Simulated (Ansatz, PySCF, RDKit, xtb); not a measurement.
# C4H5BrO3: which of the isomers drawn lies lowest?

Which of a sample of isomers of C4H5BrO3 is the most stable in the gas at 298.15 K, and what are its properties? The sample is small against all isomers, and the most stable one of this formula need not be in it.

Plan: many cheap relaxations first (GFN2-xTB), then density-functional screening, relaxation at r2SCAN-D4/def2-SVP, vibrations (at GFN2-xTB) and a final energy. The numbers are computed, not measured.

**1. Possible bonding patterns**

Isomers were taken from a list of plausible structures; this is a sample, not all of them. That gives 14 candidates.

```
label                  SMILES     spin
 c150  O=CO[C@@H]1OC[C@@H]1Br  singlet
 c197         O=CO/C(Br)=C/CO  singlet
 c353         CO/C(Br)=C\OC=O  singlet
 c365         O=CO/C(Br)=C\CO  singlet
 c514       CO/C(=C/Br)C(=O)O  singlet
 c524       CO/C(=C\Br)C(=O)O  singlet
 c708         COC(=O)O/C=C/Br  singlet
 c721           O=COCO/C=C/Br  singlet
 c722       O=CO[C@H](C=O)CBr  singlet
 c736          O=C1OCC(Br)CO1  singlet
 c825         COC(=O)O/C=C\Br  singlet
 c848   O=CO[C@@H]1OC[C@H]1Br  singlet
 c852            BrC1=COCOCO1  singlet
 c928           O=COC(=O)CCBr  singlet
```

Candidates are built by distance geometry, with a force field where one applies, in up to four conformers (letters a to d).

Q: Predict the outcome of this search (final energies at CCSD(T)/def2-SVP + MP2/def2-TZVPP - MP2/def2-SVP).

| quantity | value |
| --- | --- |
| lowest structure found | O=COC(=O)CCBr, singlet |
| next finalist | O=C1OCC(Br)CO1, singlet, 7.4 kcal/mol higher in G |
| share at equilibrium, among the finalists | 100.0 % |
| dipole moment (PBE0/def2-SVPD) | 2.67 D |
| HOMO energy (PBE0/def2-SVPD) | -8.25 eV |
| LUMO energy (PBE0/def2-SVPD) | -1.57 eV |
| HOMO–LUMO gap (PBE0/def2-SVPD) | 6.68 eV |
| lowest excitation (TD-PBE0/def2-SVPD) | 5.02 eV (f = 0.001) |
| strongest of the states computed, same level | 7.23 eV (f = 0.035) |
| lowest triplet excitation, same level, Tamm-Dancoff | 4.51 eV |
| vertical ionisation energy | 10.10 eV |
| vertical electron affinity | -0.30 eV (unbound: the value depends on the basis) |
| vertical triplet less singlet | +4.63 eV |

The search ends on `O=COC(=O)CCBr`. Among the finalists first place is clear (7.4 kcal/mol); structures outside the list aren't covered. r2SCAN-D4/def2-SVP, r2SCAN-D4/def2-SVP, relaxed, HF/def2-SVP and MP2/def2-SVP already put its bonding pattern lowest among the structures in one piece; GFN2-xTB and HF/STO-3G favour the singlet O=C1OCC(Br)CO1. One minimum inside the window was never screened. Lowest found is not proven lowest: the search is finite, and each finalist counts with one conformer. Only 14 drawn patterns were tried, so whole families of isomers are missing, and the result ranks this sample alone.
